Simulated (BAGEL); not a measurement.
**AlF3 (SMILES F[Al](F)F): PBE0/6-311+G(d,p) (density fitting with cc-pvqz-jkfit)**

Aim: the energy change on altering one bond length of AlF3 at PBE0/6-311+G** (density fitting with cc-pvqz-jkfit), from 2 runs. 

The calculation is run with BAGEL 1.2.2.

2 further runs of the same task are left out: 1 that didn't finish, 1 set aside as unsound or not needed.

## (1) Starting point

The species is AlF3 (4 atoms), meant as a singlet with charge 0. SMILES: `F[Al](F)F`. The shape is that of a PBE0-D4/def2-TZVP optimisation.

Bond lengths: F1–Al2 1.629 Å, Al2–F3 1.629 Å, Al2–F4 1.629 Å. Angles: F1–Al2–F3 120.0°, F1–Al2–F4 120.0°, F3–Al2–F4 120.0°.

## (2) A single-point energy at PBE0/6-311+G(d,p) (density fitting with cc-pvqz-jkfit)

The input, dft.json:

```json
{ "bagel" : [

{
  "title" : "molecule",
  "basis" : "6-311+gss.json",
  "df_basis" : "cc-pvqz-jkfit",
  "angstrom" : "true",
  "geometry" : [
    { "atom" : "F", "xyz" : [    0.859410,   -0.722590,    1.180170 ] },
    { "atom" : "Al", "xyz" : [    0.000000,   -0.000010,    0.000000 ] },
    { "atom" : "F", "xyz" : [   -1.440740,   -0.612530,   -0.450110 ] },
    { "atom" : "F", "xyz" : [    0.581330,    1.335130,   -0.730040 ] }
  ]
},
{
  "title" : "ks",
  "xc_func" : "pbe0"
},
{
  "title" : "print",
  "file" : "orbitals.molden",
  "orbitals" : "true"
}

]}
```

The basis set 6-311+G** is read from a file made from the Basis Set Exchange's data (not shown).

The run is started by

```bash
$ BAGEL_NUM_THREADS=1 BAGEL dft.json > dft.out
```

Standard output:

```text
* using 1 threads per process

  ===============================================================
  ===============================================================

  *** Geometry ***

  { "atom" : "F", "xyz" : [      1.624050,     -1.365497,      2.230198 ] },
  { "atom" : "Al", "xyz" : [      0.000000,     -0.000019,      0.000000 ] },
  { "atom" : "F", "xyz" : [     -2.722604,     -1.157514,     -0.850585 ] },
  { "atom" : "F", "xyz" : [      1.098554,      2.523030,     -1.379576 ] },

  Number of auxiliary basis functions:      466

  Since a DF basis is specified, we compute 2- and 3-index integrals:
    o Being stored without compression. Storage requirement is 0.034 GB

  Number of basis functions:       96
  Number of electrons      :       40

    * METHOD: MOLECULE                             0.14

  *** Kohn-Sham DFT ***

    * Removing 5659 points whose weight is below 1.00e-10
    * Grid points: 53965

  === Nuclear Repulsion ===
   159.6005261539

       - DIIS with orbital gradients will be used.

  === KS iteration (pbe0 / 6-311+gss.json) ===
      0       -451.68155111          0.32043684           0.19
      1       -436.64660652          0.24627215           0.17
      2       -488.40975497          0.25452595           0.17
      3       -536.67734249          0.13256928           0.17
      4       -537.95047362          0.09978341           0.25
      5       -541.70748428          0.01856214           0.18
      6       -541.86240218          0.00626482           0.18
      7       -541.86862505          0.00450387           0.18
      8       -541.87303053          0.00102894           0.18
      9       -541.87328109          0.00006146           0.17
     10       -541.87328215          0.00000655           0.17
     11       -541.87328217          0.00000454           0.17
     12       -541.87328218          0.00000167           0.17
     13       -541.87328218          0.00000074           0.23
     14       -541.87328218          0.00000019           0.17
     15       -541.87328218          0.00000006           0.18
     16       -541.87328218          0.00000003           0.17
     17       -541.87328218          0.00000000           0.18
    * SCF iteration converged.

    * Permanent dipole moment:
           (    0.000000,     0.000045,     0.000021) a.u.

    * METHOD: KS                                   3.48

    * METHOD: PRINT                                0.01

  ===============================================================
```

It took 3.9 s on 1 thread of Intel Xeon 6975P-C (Granite Rapids), shared host; peak memory 0.27 GiB.

## (3) The distorted shape at the same level

The input, input.json:

```json
{ "bagel": [

{
  "title": "molecule",
  "basis": "6-311+gss.json",
  "df_basis": "cc-pvqz-jkfit",
  "angstrom": true,
  "geometry": [
    { "atom": "F", "xyz": [    1.579744,   -0.416345,    1.405214 ] },
    { "atom": "Al", "xyz": [    0.720334,    0.306235,    0.225044 ] },
    { "atom": "F", "xyz": [   -1.440740,   -0.612530,   -0.450110 ] },
    { "atom": "F", "xyz": [    1.301664,    1.641375,   -0.504996 ] }
  ]
},
{
  "title": "ks",
  "xc_func": "pbe0"
},
{
  "title": "print",
  "file": "orbitals.molden",
  "orbitals": true
}

]}
```

The basis set 6-311+G** is read from a file made from the Basis Set Exchange's data (not shown).

The run is started by

```bash
$ BAGEL_NUM_THREADS=1 BAGEL input.json > input.out
```

Standard output:

```text
* using 1 threads per process

  ===============================================================
  ===============================================================

  *** Geometry ***

  { "atom" : "F", "xyz" : [      2.985284,     -0.786778,      2.655470 ] },
  { "atom" : "Al", "xyz" : [      1.361234,      0.578700,      0.425272 ] },
  { "atom" : "F", "xyz" : [     -2.722604,     -1.157514,     -0.850585 ] },
  { "atom" : "F", "xyz" : [      2.459788,      3.101749,     -0.954304 ] },

  Number of auxiliary basis functions:      466

  Since a DF basis is specified, we compute 2- and 3-index integrals:
    o Being stored without compression. Storage requirement is 0.034 GB

  Number of basis functions:       96
  Number of electrons      :       40

    * METHOD: MOLECULE                             0.14

  *** Kohn-Sham DFT ***

    * Removing 4999 points whose weight is below 1.00e-10
    * Grid points: 54625

  === Nuclear Repulsion ===
   140.6945857669

       - DIIS with orbital gradients will be used.

  === KS iteration (pbe0 / 6-311+gss.json) ===
      0       -424.97890742          0.31330190           0.18
      1       -234.11487392          0.21889941           0.16
      2       -471.73378208          0.27103638           0.17
      3       -502.34780175          0.15190267           0.16
      4       -540.55995137          0.06577226           0.21
      5       -529.92647929          0.08128278           0.17
      6       -541.38724235          0.03287977           0.17
      7       -541.57910830          0.02468464           0.17
      8       -541.55650765          0.02383506           0.17
      9       -541.60670478          0.02105058           0.17
     10       -541.65038416          0.01821438           0.17
     11       -541.75922274          0.00193183           0.19
     12       -541.76030683          0.00048456           0.16
     13       -541.76038334          0.00010192           0.16
     14       -541.76038586          0.00004060           0.16
     15       -541.76038636          0.00000147           0.16
     16       -541.76038636          0.00000054           0.16
     17       -541.76038636          0.00000054           0.16
     18       -541.76038636          0.00000002           0.16
     19       -541.76038636          0.00000002           0.16
     20       -541.76038636          0.00000001           0.17
    * SCF iteration converged.

    * Permanent dipole moment:
           (   -1.091157,    -0.463853,    -0.340878) a.u.

    * METHOD: KS                                   3.74

    * METHOD: PRINT                                0.01

  ===============================================================
```

Wall time 4.2 s (1 thread of Intel Xeon 6975P-C (Granite Rapids), shared host); peak memory 0.28 GiB.

## (4) Summary of results

Level: PBE0/6-311+G** (density fitting with cc-pvqz-jkfit).

| quantity | value |
| --- | --- |
| first shape: total energy | -541.87328 Eh |
| first shape: dipole moment | 0.00 D |
| first shape: HOMO energy | -11.88 eV |
| first shape: LUMO energy | -1.79 eV |
| first shape: HOMO–LUMO gap | 10.09 eV |
| distorted shape: total energy | -541.76039 Eh |
| distorted shape: dipole moment | 3.14 D |
| distorted shape: HOMO energy | -9.58 eV |
| distorted shape: LUMO energy | -4.05 eV |
| distorted shape: HOMO–LUMO gap | 5.53 eV |
| energy change with the Al2–F3 bond stretched from 1.629 to 2.443 Å | 3.072 eV |

In words: With the Al2–F3 bond stretched from 1.629 to 2.443 Å the energy rises by 3.07 eV (296 kJ/mol). The first shape isn't relaxed at this level, so the change isn't measured from a minimum.
